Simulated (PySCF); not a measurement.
# Ga(OH)3: relaxation and vibrations of the singlet

Where does singlet Ga(OH)3 go from a trigonal pyramidal start, is the end point a minimum, and what are its modes, charges and moments?

The runs use PySCF 2.14.0; B3LYP, basis Ga def2-SVP, O def2-SVP, H def2-SVP, no relativity, density fitting.

### Step 1. The system as given

7 atoms, charge 0, spin multiplicity 1.

Bond lengths: Ga1–O2 1.870 Å, Ga1–O3 1.870 Å, Ga1–O4 1.870 Å, O2–H5 0.960 Å, O3–H6 0.960 Å, O4–H7 0.960 Å. Angles: O2–Ga1–O3 99.8°, O2–Ga1–O4 99.8°, O3–Ga1–O4 99.8°, Ga1–O2–H5 130.0°, Ga1–O3–H6 130.0°, Ga1–O4–H7 130.0°.

```xyz
7
charge 0 multiplicity 1
Ga    0.0000    0.0000   -0.3807
O     1.6511    0.0000    0.4972
O    -0.8256    1.4299    0.4972
O    -0.8256   -1.4299    0.4972
H     2.1960   -0.7354    0.7869
H    -0.4611    2.2695    0.7869
H    -1.7349   -1.5341    0.7869
```

### Step 2. Relaxing the singlet from the trigonal pyramidal start

The steps below are one call of a driver around PySCF. For each, scf.py gives the equivalent set-up of the SCF; relaxations use the driver's own optimiser. Before each start the driver seeks the lowest SCF state from one or more starting densities and follows internal instabilities, so scf.py alone need not reach the same state.

The program finds C3 symmetry in the start, which this walk keeps.

Input file scf.py:

```python
from pyscf import gto, scf, dft
mol = gto.M(atom='''
Ga     0.000000    -0.000000    -0.380677
O      1.651119     0.000000     0.497225
O     -0.825560     1.429912     0.497222
O     -0.825560    -1.429912     0.497222
H      2.196004    -0.735414     0.786925
H     -0.461116     2.269503     0.786923
H     -1.734891    -1.534089     0.786922''',
    basis={'Ga': 'def2-SVP', 'O': 'def2-SVP', 'H': 'def2-SVP'},
    charge=0, spin=0)
mf = dft.RKS(mol, xc='B3LYP')
mf.grids.atom_grid = (50, 194)
aux = {'Ga': 'def2-universal-JKFIT', 'O': 'def2-universal-JKFIT', 'H': 'def2-universal-JKFIT'}
mf = mf.density_fit(auxbasis=aux)
mf.kernel()
```

The optimiser's trace:

```
step   energy (Eh)  change (kJ/mol)  largest symmetric gradient (Eh/bohr)
   0  -2151.958240             0.00                               0.09690
   1  -2151.996831          -101.32                               0.06551
   2  -2152.026677          -179.68                               0.02926
   3  -2152.034597          -200.47                               0.01132
   4  -2152.036670          -205.92                               0.00699
   5  -2152.036958          -206.67                               0.00817
   6  -2152.037099          -207.05                               0.00317
   7  -2152.037120          -207.10                               0.00524
   8  -2152.037214          -207.35                               0.00190
   9  -2152.037242          -207.42                               0.00125
  10  -2152.037335          -207.67                               0.00124
  11  -2152.037349          -207.70                               0.00008
  12  -2152.037351          -207.71                               0.00034
  13  -2152.037351          -207.71                               0.00003
```

The walk needed 16 s of wall time on 4 threads, shared host.

It settles in C3h symmetry, 207.7 kJ/mol below the start, after 13 steps: Ga–O 1.783 Å (×3), O–H 0.966 Å (×3); Ga–O–H 113.1° (×3), O–Ga–O 120.0° (×3).

### Step 3. Hessian and properties

On the finer grid the gradient is checked again; gradients at displacements of ±0.01 bohr then give force constants and infrared intensities.

Changes to scf.py since step 2:

```diff
@@ -3,7 +3,7 @@
-Ga     0.000000    -0.000000    -0.380677
-O      1.651119     0.000000     0.497225
-O     -0.825560     1.429912     0.497222
-O     -0.825560    -1.429912     0.497222
-H      2.196004    -0.735414     0.786925
-H     -0.461116     2.269503     0.786923
-H     -1.734891    -1.534089     0.786922''',
+Ga     0.000000    -0.000000    -0.000000
+O      1.780914     0.076963     0.000002
+O     -0.957109     1.503835    -0.000001
+O     -0.823805    -1.580798    -0.000001
+H      2.197163    -0.795245     0.000002
+H     -0.409880     2.300422    -0.000000
+H     -1.787284    -1.505177    -0.000002''',
@@ -13 +13 @@
-mf.grids.atom_grid = (50, 194)
+mf.grids.atom_grid = (75, 302)
```

The driver hands on the density of the step before, so the log starts near convergence.

Log of the central SCF (cycles and frontier levels):

```text
init E= -2152.03740838059
  HOMO = -0.304110131303333  LUMO = -0.0386259644369518  gap/eV = 7.22419
cycle= 1 E= -2152.03740838056  delta_E= 2.91e-11  |g|= 1.96e-05  |ddm|= 1.96e-05
  HOMO = -0.304110098964149  LUMO = -0.0386265256061815  gap/eV = 7.22418
cycle= 2 E= -2152.03740838034  delta_E= 2.16e-10  |g|= 3.8e-05  |ddm|= 3.83e-05
  HOMO = -0.304110725207475  LUMO = -0.038626265285568  gap/eV = 7.22420
cycle= 3 E= -2152.03740838062  delta_E= -2.82e-10  |g|= 1.95e-06  |ddm|= 2.58e-05
  HOMO = -0.304110598297214  LUMO = -0.0386262048318917  gap/eV = 7.22420
cycle= 4 E= -2152.03740838062  delta_E= 3.18e-12  |g|= 1.33e-07  |ddm|= 1.02e-06
  HOMO = -0.304110623403464  LUMO = -0.0386262076660997  gap/eV = 7.22420
Extra cycle  E= -2152.0374083806  delta_E= 1.5e-11  |g|= 2.34e-07  |ddm|= 2.58e-07
converged SCF energy = -2152.0374083806
```

The whole step took 25 s.

Geometry: C3h; Ga–O 1.783 Å (×3), O–H 0.966 Å (×3); Ga–O–H 113.0° (×3), O–Ga–O 120.0° (×3).

Harmonic modes (main isotopes):

```tsv
symmetry	ω (cm⁻¹)	IR (km/mol)
e'	182	42.5
a''	196	20.7
a''	308	338
e''	334	0.0
a'	658	0.0
e'	737	227
a'	811	0.0
e'	847	250
e'	3843	194
a'	3845	0.0
```

All wavenumbers are real: a minimum.

Properties at this point:

```
Dipole moment                                                   : 0.00 D
Highest occupied level                                          : -8.28 eV
Lowest empty level                                              : -1.05 eV
Rotational constants                                            : 0.1995, 0.1995, 0.09976 cm⁻¹
Zero-point energy                                               : 105.9 kJ/mol
Principal polarisabilities                                      : 21.9, 34.8, 34.8 bohr³
Atomisation energy without zero-point energy                    : 2409 kJ/mol
Principal traceless quadrupole moments about the centre of mass : -0.37, -0.37, 0.74 D Å
Entropy at 298.15 K and 1 bar                                   : 316.7 J/(mol K)
Heat capacity Cp at 298.15 K                                    : 94.6 J/(mol K)
Enthalpy at 298.15 K above 0 K                                  : 18.98 kJ/mol
Rotational symmetry number                                      : 3
```

Populations by atom (charges in e):

| atom | Mulliken | Löwdin | polar tensor | Mayer order to Ga1 |
| --- | --- | --- | --- | --- |
| Ga1 | 0.69 | 0.27 | 1.46 | – |
| O2,3,4 | -0.42 | -0.18 | -0.75 | 1.14 |
| H5,6,7 | 0.19 | 0.10 | 0.26 | 0.03 |

Outer orbital energies (eV). occupied: -12.83, -12.83, -9.87, -9.21, -9.04, -9.04, -8.28, -8.28; empty: -1.05, 0.24, 1.67, 1.67.

Mulliken populations on Ga1: s 6.80, p 13.17, d 10.34.

### Step 4. Results

```
                                 quantity                                                                                                    value
                                  minimum                                                                                             singlet, C3h
                                 geometry                              Ga–O 1.783 Å (×3), O–H 0.966 Å (×3); Ga–O–H 113.0° (×3), O–Ga–O 120.0° (×3)
                       wavenumbers (cm⁻¹)  182 (e'), 196 (a''), 308 (a''), 334 (e''), 658 (a'), 737 (e'), 811 (a'), 847 (e'), 3843 (e'), 3845 (a')
                            dipole moment                                                                                                   0.00 D
     highest occupied, lowest empty level                                                                                          -8.28, -1.05 eV
               polar-tensor charge of Ga1                                                                                                  +1.46 e
                        zero-point energy                                                                                             105.9 kJ/mol
                      entropy at 298.15 K                                                                                          316.7 J/(mol K)
atomisation energy (no zero-point energy)                                                                                              2409 kJ/mol
```

From C3 at the start the molecule goes to a C3h minimum. The strongest infrared band lies at 308 cm⁻¹ (a''). The dipole vanishes although Ga1 carries +1.5 e by the polar tensor: the bond dipoles cancel. Other starts or spin states, not run here, may lie lower.

The search up to here took 42 s.
